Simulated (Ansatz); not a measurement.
**BGaH2O: a ladder of functionals and wavefunction methods**

An exercise on one series of results from a longer session: the logs are not shown, and one member is left open.

Method: functionals in def2-TZVPP, the program's frozen cores in correlated methods; program: Ansatz 0.2.0, Gaussian basis.

Levels to be run: LDA (SPW92), PBE-D4, revPBE-D4, BLYP-D4, r2SCAN-D4, B97M-V, PBE0-D4, B3LYP-D4, r2SCANh-D4, r2SCAN0-D4, HSE06-D4, BHLYP-D4, CAM-B3LYP-D4, LC-ωPBE, ωB97X-V, ωB97M-V, B2PLYP, PBE-QIDH; CCSD(T)/def2-SVP; CCSD(T)/def2-TZVPP; MP2/def2-QZVPP; extrapolation to the limit; RPA on PBE.

## Structure used throughout

The geometry comes from an earlier relaxation with PBE0-D4 in a triple-zeta def2 set; it is a stationary point.

5 atoms, charge 0, spin multiplicity 1.

Atoms are counted from 1 here; the program's logs count them from 0.

Bond lengths: B1–O2 1.334 Å, B1–H4 1.208 Å, B1–H5 1.208 Å, O2–Ga3 1.819 Å. Angles: O2–B1–H4 119.9°, O2–B1–H5 120.0°, H4–B1–H5 120.1°, B1–O2–Ga3 176.7°.

Geometry (Å):

```mol
BGaH2O
  3D, bonds by distance, orders not assigned

  5  4  0  0  0  0  0  0  0  0999 V2000
   -0.5529    0.2639   -0.1969 B   0  0
    0.5697   -0.3314    0.2093 O   0  0
    2.1550   -1.0715    0.7068 Ga  0  0
   -1.6213   -0.1227    0.2125 H   0  0
   -0.5005    1.1879   -0.9731 H   0  0
  1  2  8  0
  1  4  8  0
  1  5  8  0
  2  3  8  0
M  END
```

The first run:

The input, in.yaml:

```yaml
crystal:
  periodic: [false, false, false]
  atoms:
    - {symbol: B, position_ang: [-0.552949, 0.263921, -0.196861]}
    - {symbol: O, position_ang: [0.569654, -0.331369, 0.209270]}
    - {symbol: Ga, position_ang: [2.155004, -1.071459, 0.706800]}
    - {symbol: H, position_ang: [-1.621346, -0.122726, 0.212537]}
    - {symbol: H, position_ang: [-0.500464, 1.187934, -0.973145]}
basis:
  gaussian: {orbitals: def2-TZVPP}
hamiltonian: {xc: lda}
output: {orbitals: {seedname: orbitals}}
```

On the command line:

```bash
$ ansatz run in.yaml --threads 2 --pin off --events-out ev --progress --plain --max-ram 4352MiB
```

Steps of the session up to this table: LDA; PBE-D4 (GGA); revPBE-D4 (GGA); BLYP-D4 (GGA); r2SCAN-D4 (meta-GGA); B97M-V (meta-GGA); PBE0-D4 (hybrid); B3LYP-D4 (hybrid); r2SCANh-D4 (hybrid); r2SCAN0-D4 (hybrid); HSE06-D4 (hybrid); BHLYP-D4 (hybrid); CAM-B3LYP-D4 (range-separated); LC-ωPBE (range-separated); ωB97X-V (range-separated); ωB97M-V (range-separated); B2PLYP (double hybrid); PBE-QIDH (double hybrid).

One table of the session follows, with a row left open; its other results are not shown here.

| functional | HOMO (eV) | LUMO (eV) | gap (eV) |
| --- | --- | --- | --- |
| LDA (SPW92) | -6.18 | -2.55 | 3.63 |
| PBE-D4 | -6.09 | -2.32 | 3.76 |
| revPBE-D4 | -6.05 | -2.23 | 3.81 |
| BLYP-D4 | ? | ? | ? |
| r2SCAN-D4 | -6.38 | -2.12 | 4.27 |
| B97M-V | -6.41 | -2.20 | 4.21 |
| PBE0-D4 | -7.43 | -1.53 | 5.90 |
| B3LYP-D4 | -7.24 | -1.77 | 5.46 |
| r2SCANh-D4 | -6.88 | -1.83 | 5.05 |
| r2SCAN0-D4 | -7.64 | -1.42 | 6.22 |
| HSE06-D4 | -7.03 | -1.90 | 5.13 |
| BHLYP-D4 | -8.68 | -0.75 | 7.92 |
| CAM-B3LYP-D4 | -8.86 | -0.61 | 8.25 |
| LC-ωPBE | -10.20 | 0.48 | 10.68 |
| ωB97X-V | -9.86 | 0.39 | 10.25 |
| ωB97M-V | -9.74 | 0.22 | 9.96 |

**Question.** Estimate the row for BLYP-D4.

Worked estimate for «HOMO (eV)». Against the share of exact exchange, B3LYP-D4 (0.2, -7.24), BHLYP-D4 (0.5, -8.68) give a slope of -4.80 per unit share; at 0 the line stands at -6.28.

The run gave: HOMO (eV): -6.01; LUMO (eV): -2.25; gap (eV): 3.76. In «HOMO (eV)» the line misses by -0.27.
